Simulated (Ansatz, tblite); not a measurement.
# The cluster BiB10−: a ladder of methods and basis sets

The task here is to estimate one member of a computed series from the others.

Method: as each input shows; program: Ansatz 0.2.0, Gaussian basis.

The runs, in order: GFN1-xTB, GFN2-xTB, PBE-D4/def2-TZVPD, r2SCAN-D4/def2-TZVPD, LDA/def2-TZVPD, B97M-V/def2-TZVPD, r2SCANh-D4/def2-TZVPD, MP2/def2-SVPD, RPA/def2-SVPD.

3 further runs of the same task are left out: 3 set aside as unsound or not needed. Runs told in other sessions of the task aren't counted.

**The geometry**

The singlet was relaxed beforehand with PBE-D4/def2-SVPD. At that level it is the lowest of the isomers that a small search found.

11 atoms, charge -1, spin multiplicity 1.

Bond lengths: Bi1–B4 2.304 Å, Bi1–B6 2.250 Å, B2–B4 1.693 Å, B2–B5 1.656 Å, B2–B6 1.707 Å, B2–B7 1.690 Å, B2–B8 1.940 Å, B2–B11 1.699 Å, B3–B5 1.670 Å, B3–B8 1.636 Å, B3–B10 1.582 Å, B4–B6 1.789 Å, B4–B11 1.613 Å, B5–B7 1.720 Å, B5–B8 1.758 Å, B5–B9 1.671 Å, B5–B10 1.665 Å, B6–B7 1.691 Å and more. Angles: B4–Bi1–B6 46.2°, B4–B2–B5 147.3°, B4–B2–B6 63.5°, B4–B2–B7 122.4°, B4–B2–B8 107.6°, B4–B2–B11 56.8°, B5–B2–B6 116.2°, B5–B2–B7 61.9°, B5–B2–B8 57.9°, B5–B2–B11 105.8°, B6–B2–B7 59.7°, B6–B2–B8 155.5°, B6–B2–B11 118.2°, B7–B2–B8 119.8°, B7–B2–B11 157.2°, B8–B2–B11 51.4°, B5–B3–B8 64.3°, B5–B3–B10 61.5° and more.

Bi takes a core potential in the def2 sets. No spin-orbit coupling is included. The ion is computed in the gas phase, without counter-ions or solvent.

PBE0-D4/def2-TZVPD was run before; its log isn't repeated, and its numbers join the tables.

The first run:

Tight binding, by tblite at 300 K electronic temperature and without a spin-polarisation term:

```python
tblite.interface.Calculator('GFN1-xTB', numbers, positions, charge=-1, uhf=0).singlepoint()
```

Tight binding, by tblite at 300 K electronic temperature and without a spin-polarisation term:

```python
tblite.interface.Calculator('GFN2-xTB', numbers, positions, charge=-1, uhf=0).singlepoint()
```

start.molden holds the orbitals of an earlier run on this state, given as this run's starting guess.

The input, in.yaml:

```yaml
crystal:
  periodic: [false, false, false]
  atoms:
    - {symbol: Bi, position_ang: [-3.868260, 0.075319, 0.274258]}
    - {symbol: B, position_ang: [-0.413871, 0.240013, -0.370285]}
    - {symbol: B, position_ang: [2.480629, 0.577939, -0.063887]}
    - {symbol: B, position_ang: [-1.818897, 1.097853, 0.023778]}
    - {symbol: B, position_ang: [1.072833, -0.300516, 0.119814]}
    - {symbol: B, position_ang: [-1.755456, -0.686245, 0.135184]}
    - {symbol: B, position_ang: [-0.235282, -1.406566, -0.036426]}
    - {symbol: B, position_ang: [1.091971, 1.439249, -0.133760]}
    - {symbol: B, position_ang: [1.286622, -1.954202, 0.009086]}
    - {symbol: B, position_ang: [2.586762, -0.992151, 0.097471]}
    - {symbol: B, position_ang: [-0.427041, 1.909297, -0.055222]}
basis:
  gaussian: {orbitals: def2-TZVPD, initial_orbitals: start.molden}
total_charge: -1
hamiltonian: {xc: pbe, dispersion: d4}
scf: {omitted_lower_state_checks: [starts]}
output: {forces: true, orbitals: {seedname: orbitals}}
```

Started as:

```console
$ ansatz run in.yaml --threads 4 --pin off --events-out ev --progress --plain --max-ram 4787MiB
```

Among the steps run: PBE-D4/def2-TZVPD; r2SCAN-D4/def2-TZVPD; LDA/def2-TZVPD; B97M-V/def2-TZVPD; r2SCANh-D4/def2-TZVPD; MP2/def2-SVPD; RPA/def2-SVPD.

One of the session's tables, all rows but one given; the rest of the session is left out.

It belongs to the step «Levels side by side». 

| level | HOMO (eV) | gap (eV) |
| --- | --- | --- |
| LDA/def2-TZVPD | -1.06 | 0.60 |
| PBE-D4/def2-TZVPD | -0.87 | 0.61 |
| r2SCAN-D4/def2-TZVPD | -0.97 | 0.73 |
| B97M-V/def2-TZVPD | ? | ? |
| r2SCANh-D4/def2-TZVPD | -1.21 | 1.17 |
| PBE0-D4/def2-TZVPD | -1.47 | 1.75 |

**Question.** Estimate the row for B97M-V/def2-TZVPD.

The run gave: HOMO (eV): -0.77; gap (eV): 0.67. In the column «HOMO (eV)» it is the highest.
